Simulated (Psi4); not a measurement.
# CH7BGe (SMILES C[BH][GeH3]), step by step

Aim: a structure relaxation (B3LYP-D3(BJ)/def2-SVP), then the harmonic vibrations of CH7BGe. 

The calculation is run with Psi4 1.11.

## Step 1: The molecule

CH7BGe: 10 atoms, total charge 0, spin state singlet. SMILES: `C[BH][GeH3]`. The coordinates come from a PBE0-D4/def2-TZVP relaxation. The run starts from this shape.

Bond lengths: C1–B2 1.548 Å, B2–Ge3 2.066 Å, C1–H4 1.093 Å, C1–H5 1.106 Å, C1–H6 1.091 Å, B2–H7 1.200 Å, Ge3–H8 1.544 Å, Ge3–H9 1.542 Å, Ge3–H10 1.542 Å. Some angles: C1–B2–Ge3 123.5°, C1–B2–H7 119.3°, Ge3–B2–H7 117.1°, B2–C1–H4 114.7°, B2–C1–H5 102.9°, B2–C1–H6 116.2°, B2–Ge3–H8 109.4°, B2–Ge3–H9 113.8°, B2–Ge3–H10 112.1°, H4–C1–H5 105.3°.

## Step 2: A geometry optimisation at B3LYP-D3(BJ)/def2-SVP (density fitting) (run 1)

Contents of ch7bge.dat:

```
memory 1600 MB

molecule system {
  0 1
  C
  B 1 1.547969
  Ge 2 2.065902 1 123.51027
  H 1 1.092554 2 114.67879 3 -152.38016
  H 1 1.105837 4 105.3397 2 112.34575
  H 1 1.091215 4 110.44558 5 114.08123
  H 2 1.199793 1 119.2807 6 161.43331
  H 3 1.543995 2 109.35929 7 -68.15877
  H 3 1.54207 8 107.12317 2 123.77254
  H 3 1.541777 9 107.70227 8 -114.11407
}

set {
  basis def2-SVP
  reference rks
  geom_maxiter 60
}

result = optimize("b3lyp-d3bj")
print_variables()
```

The run is started by

```bash
psi4 -n 1 ch7bge.dat ch7bge.out
```

ch7bge.out:

```text
[...]
  Running in c1 symmetry.
[...]
  Nuclear repulsion =  160.491314283723227
[...]
  Multiplicity = 1
[...]
  Nalpha       = 25
  Nbeta        = 25
[...]
    Number of basis functions: 95
[...]
   @DF-RKS iter   1: -2142.21817113711222   -1.96675e+00   2.62952e-02 DIIS/ADIIS
[...]
   @DF-RKS iter   6: -2143.89459128071940    1.36424e-12   9.36199e-09 DIIS
[...]
    Orbital Energies [Eh]
    ---------------------
    Doubly Occupied:
       1A   -398.681468     2A    -49.748921     3A    -44.283025
       4A    -44.282864     5A    -44.282486     6A    -10.179572
       7A     -6.779151     8A     -6.196731     9A     -4.370862
      10A     -4.370495    11A     -4.369016    12A     -1.193923
      13A     -1.193666    14A     -1.191511    15A     -1.190712
      16A     -1.190661    17A     -0.704813    18A     -0.553239
      19A     -0.460509    20A     -0.416800    21A     -0.408783
      22A     -0.351597    23A     -0.331739    24A     -0.320971
      25A     -0.279441
[...]
  @DF-RKS Final Energy: -2143.89459128071940
   => Energetics <=
    Nuclear Repulsion Energy =            159.6882458476452200
    One-Electron Energy =               -3300.7835719021004479
    Two-Electron Energy =                1070.5657663020206201
    DFT Exchange-Correlation Energy =     -73.3545119246294917
    Empirical Dispersion Energy =          -0.0105196036551794
    VV10 Nonlocal Energy =                  0.0000000000000000
    Total Energy =                      -2143.8945912807193963
[...]
 Multipole Moments:
 ------------------------------------------------------------------------------------
     Multipole            Electronic (a.u.)      Nuclear  (a.u.)        Total (a.u.)
 ------------------------------------------------------------------------------------
 L = 1.  Multiply by 2.5417464519 to convert [e a0] to [Debye]
 Dipole X            :          0.1737223           -0.2375779           -0.0638555
 Dipole Y            :         -5.9466565            6.2377168            0.2910603
 Dipole Z            :          8.6678065           -9.1403769           -0.4725705
 Magnitude           :                                                    0.5586739
[...]
  -Total Gradient:
     Atom            X                  Y                   Z
    ------   -----------------  -----------------  -----------------
       1        0.000087704449     0.000054756489     0.000041801218
       2       -0.000187073077    -0.000081641860    -0.000086461299
       3        0.000063406243    -0.000024960731     0.000010334068
       4        0.000022664964     0.000007112326    -0.000016409688
       5       -0.000076509881    -0.000032880284     0.000018412129
       6        0.000025585098    -0.000027728094    -0.000009658036
       7        0.000079913305     0.000049616304     0.000060246880
       8       -0.000052370110    -0.000006014577    -0.000011260009
       9       -0.000000508149     0.000043133040     0.000046120275
      10        0.000038152813     0.000014883612    -0.000052394450
[...]
```

The script printed:

```text
Optimizer: Optimization complete!
```

Run time: 23 s. Hardware: 1 thread of Intel Xeon 6975P-C (Granite Rapids), shared host; peak memory 0.77 GiB.

The path in brief:

```csv
step,energy from the first frame kept (eV),largest force (eV/Å)
0,0.0000,0.3205
1,-0.0079,0.0128
2,-0.0080,0.0061
3,-0.0080,0.0114
```

After the run. Bond lengths: C1–B2 1.556 Å, B2–Ge3 2.076 Å, C1–H4 1.102 Å, C1–H5 1.114 Å, C1–H6 1.100 Å, B2–H7 1.210 Å, Ge3–H8 1.550 Å, Ge3–H9 1.548 Å, Ge3–H10 1.548 Å. Some angles: C1–B2–Ge3 123.5°, C1–B2–H7 119.4°, Ge3–B2–H7 117.1°, B2–C1–H4 114.6°, B2–C1–H5 102.7°, B2–C1–H6 116.2°, B2–Ge3–H8 109.6°, B2–Ge3–H9 113.8°, B2–Ge3–H10 112.2°, H4–C1–H5 105.4°.

## Step 3: Vibrational wavenumbers at B3LYP-D3(BJ)/def2-SVP (density fitting) (run 2)

Contents of ch7bge.xyz:

```xyz
10
CH7BGe
C     -1.220301     0.854350    -0.585160
B     -0.016821    -0.121581    -0.725871
Ge     1.113439    -0.786017     0.883587
H     -1.991413     0.747531    -1.365058
H     -0.751697     1.849201    -0.765915
H     -1.685003     0.911513     0.410642
H      0.326431    -0.485913    -1.827982
H      0.910723    -2.311646     1.067345
H      0.739996    -0.115154     2.227564
H      2.630287    -0.574496     0.660714
```

Contents of calc.py:

```python
import psi4

psi4.set_memory('1600 MB')
psi4.set_num_threads(1)
psi4.set_output_file('output.dat', False)

with open('ch7bge.xyz') as f:
    atoms = ''.join(f.readlines()[2:])
m = psi4.geometry('0 1\n' + atoms + '')

psi4.set_options(dict(basis='def2-SVP', t=900.0, rotational_symmetry_number=1))

e, wfn = psi4.frequency("b3lyp-d3bj", molecule=m, return_wfn=True)
print(f'total energy {e:.8f} hartree = {e * 27.211386:.5f} eV')
print('wavenumbers / cm^-1:', wfn.frequencies().np.round(1))
for k in ('ZPVE', 'ENTHALPY', 'GIBBS FREE ENERGY'):
    print(f'{k}: {psi4.variable(k):.8f} Eh')
```

The run is started by

```bash
python calc.py
```

output.dat, cut to the lines that bear on the results:

```text
[...]
  Running in c1 symmetry.
[...]
  Nuclear repulsion =  159.688221538415632
[...]
  Multiplicity = 1
[...]
  Nalpha       = 25
  Nbeta        = 25
[...]
    Number of basis functions: 95
[...]
   @DF-RKS iter   1: -2142.21794778593312   -1.99689e+00   2.62874e-02 DIIS/ADIIS
[...]
   @DF-RKS iter  11: -2143.89459045090371   -2.41016e-11   9.46328e-09 DIIS
[...]
  @DF-RKS Final Energy: -2143.89459045090371
   => Energetics <=
    Nuclear Repulsion Energy =            159.6739456460911413
    One-Electron Energy =               -3300.7541172189839926
    Two-Electron Energy =                1070.5502951728792596
    DFT Exchange-Correlation Energy =     -73.3541949187073072
    Empirical Dispersion Energy =          -0.0105191321821362
    VV10 Nonlocal Energy =                  0.0000000000000000
    Total Energy =                      -2143.8945904509032516
[...]
  -Total Gradient:
     Atom            X                  Y                   Z
    ------   -----------------  -----------------  -----------------
       1       -0.000030391561    -0.000100125945    -0.000039355669
       2        0.000108992861     0.000188201164     0.000028151450
       3        0.000018747133    -0.000239599576    -0.000320303494
       4       -0.000027336291    -0.000009055467    -0.000001696932
       5        0.000067840081     0.000047074401     0.000022575272
       6       -0.000020946743    -0.000011340637     0.000032325691
       7       -0.000021649463    -0.000096550812    -0.000051662992
       8        0.000015878979     0.000050429623     0.000003073640
       9       -0.000118458081     0.000163021706     0.000412073187
      10        0.000007827267     0.000006995658    -0.000081433820
[...]
  ==> Harmonic Vibrational Analysis <==
[...]
  Freq [cm^-1]                 46.0709             125.7288            207.8550
[...]
  IR activ [km/mol]             0.0208              1.0111              1.3609
[...]
  Freq [cm^-1]                 398.5650            444.6816            529.9404
[...]
  IR activ [km/mol]            26.7509             10.8427              3.6280
[...]
  Freq [cm^-1]                1026.2648           1123.5746           1300.7133
[...]
  Freq [cm^-1]                1394.9309           1447.6922           2089.4597
[...]
  Freq [cm^-1]                2100.0741           2102.0528           2578.1215
[...]
  Freq [cm^-1]                2963.7587           3068.4262           3126.1622
[...]
```

The script printed:

```text
Warning: used thermodynamics relations inappropriate for low-frequency modes: ['46.0709' '125.7288' '207.8550' '398.5650' '444.6816' '529.9404'
 '569.9727']
total energy -2143.89459128 hartree = -58338.34327 eV
wavenumbers / cm^-1: [  46.1  125.7  207.9  398.6  444.7  529.9  570.   814.3  831.4  840.9
  887.8  905.5 1026.3 1123.6 1300.7 1394.9 1447.7 2089.5 2100.1 2102.1
 2578.1 2963.8 3068.4 3126.2]
ZPVE: 0.07044996 Eh
ENTHALPY: -2143.78477378 Eh
GIBBS FREE ENERGY: -2143.94777746 Eh
```

Run time: 5.3 min. Hardware: 1 thread of Intel Xeon 6975P-C (Granite Rapids), shared host; peak memory 0.8 GiB.

## Step 4: Summary of results

| quantity | value |
| --- | --- |
| run 1, B3LYP-D3(BJ)/def2-SVP: total energy at the end | -2143.89459 Eh |
| run 1, B3LYP-D3(BJ)/def2-SVP: dipole moment | 1.42 D |
| run 1, B3LYP-D3(BJ)/def2-SVP: HOMO energy | -7.60 eV |
| run 1, B3LYP-D3(BJ)/def2-SVP: LUMO energy | -1.89 eV |
| run 1, B3LYP-D3(BJ)/def2-SVP: HOMO–LUMO gap | 5.71 eV |
| run 1, B3LYP-D3(BJ)/def2-SVP: dispersion energy | -27.62 kJ/mol |
| run 2, B3LYP-D3(BJ)/def2-SVP: lowest harmonic wavenumber | 46 cm⁻¹ |
| run 2, B3LYP-D3(BJ)/def2-SVP: highest harmonic wavenumber | 3126 cm⁻¹ |
| run 2, B3LYP-D3(BJ)/def2-SVP: zero-point energy | 185.0 kJ/mol |
| run 2, B3LYP-D3(BJ)/def2-SVP: ideal-gas entropy at 900 K (symmetry number 1 as used) | 113.7 cal/(mol K) |

What this shows: The optimisation (run 1, B3LYP-D3(BJ)/def2-SVP) took 4 steps and changed the energy by -0.008 eV. All 24 modes (run 2, B3LYP-D3(BJ)/def2-SVP) are real, so the shape is a minimum at this level.
